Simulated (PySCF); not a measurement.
**CoCl₂: relaxation and vibrations of the doublet**

Aim: relax CoCl₂ as a doublet from a bent start, check by its vibrations whether the end is a minimum, and collect its spectrum and constants.

Computed with PySCF 2.14.0. Level: B3LYP, basis Co def2-TZVP, Cl def2-TZVP, no relativity, density fitting.

## 1. Where the work starts

3 atoms, charge 0, spin multiplicity 2.

Bond lengths: Co1–Cl2 2.100 Å, Co1–Cl3 2.100 Å. Angles: Cl2–Co1–Cl3 110.0°.

```xyz
3
charge 0 multiplicity 2
Co    0.0000    0.0000    0.0000
Cl    1.7202    0.0000    1.2045
Cl   -1.7202    0.0000    1.2045
```

## 2. First SCF at the start

The steps below are one call of a driver around PySCF. For each, scf.py gives the equivalent set-up of the SCF; relaxations use the driver's own optimiser. After this first run the driver tries any further starts and a stability analysis.

scf.py reads:

```python
from pyscf import gto, scf, dft
mol = gto.M(atom='''
Co     0.000000     0.000000     0.000000
Cl     1.720200     0.000000     1.204500
Cl    -1.720200     0.000000     1.204500''',
    basis={'Co': 'def2-TZVP', 'Cl': 'def2-TZVP'},
    charge=0, spin=1)
mf = dft.UKS(mol, xc='B3LYP')
mf.grids.atom_grid = (50, 194)
aux = {'Co': 'def2-universal-JKFIT', 'Cl': 'def2-universal-JKFIT'}
mf = mf.density_fit(auxbasis=aux)
mf.conv_tol = 1e-08
mf.diis_space = 10
mf.max_cycle = 60
mf.init_guess = 'minao'
mf.verbose = 4
mf.kernel()
```

Started as:

```console
$ OMP_NUM_THREADS=4 python axn.py task.json out
```

Further steps of the session: Relaxation: bent start, doublet; Frequencies.

**Question.** What will these runs give? Wanted: minimum; geometry; wavenumbers; dipole moment; highest occupied, lowest empty level; polar-tensor charge of Co1; zero-point energy; atomisation energy; ⟨S²⟩.

**Answer**, as computed:

| quantity | value |
| --- | --- |
| minimum | broken-symmetry (Ms = 1/2), D∞h |
| geometry | Co–Cl 2.091 Å (×2); Cl–Co–Cl 180.0° |
| wavenumbers (cm⁻¹) | 52, 82, 342, 498 |
| dipole moment | 0.00 D |
| highest occupied, lowest empty level (either spin) | -8.54, -5.59 eV |
| polar-tensor charge of Co1 | +1.01 e |
| zero-point energy | 5.8 kJ/mol |
| entropy at 298.15 K | 290.0 J/(mol K) |
| atomisation energy (no zero-point energy) | 645 kJ/mol |
| ⟨S²⟩ | 1.693 |

From C2v at the start the molecule goes to a D∞h minimum. The determinant is spin-contaminated (⟨S²⟩ = 1.69 against 0.75), so it is no pure spin state. In the infrared the band at 498 cm⁻¹ (stretch) leads. Co1 has a polar-tensor charge of +1.0 e (a dipole derivative, not a static charge), yet symmetry cancels the bond dipoles. The first SCF alone would have been 42 kJ/mol too high. Other starts or spin states, not run here, may lie lower. The SCF density has lower symmetry than the nuclear frame. One determinant may miss the lowest occupation of an open d or f shell.
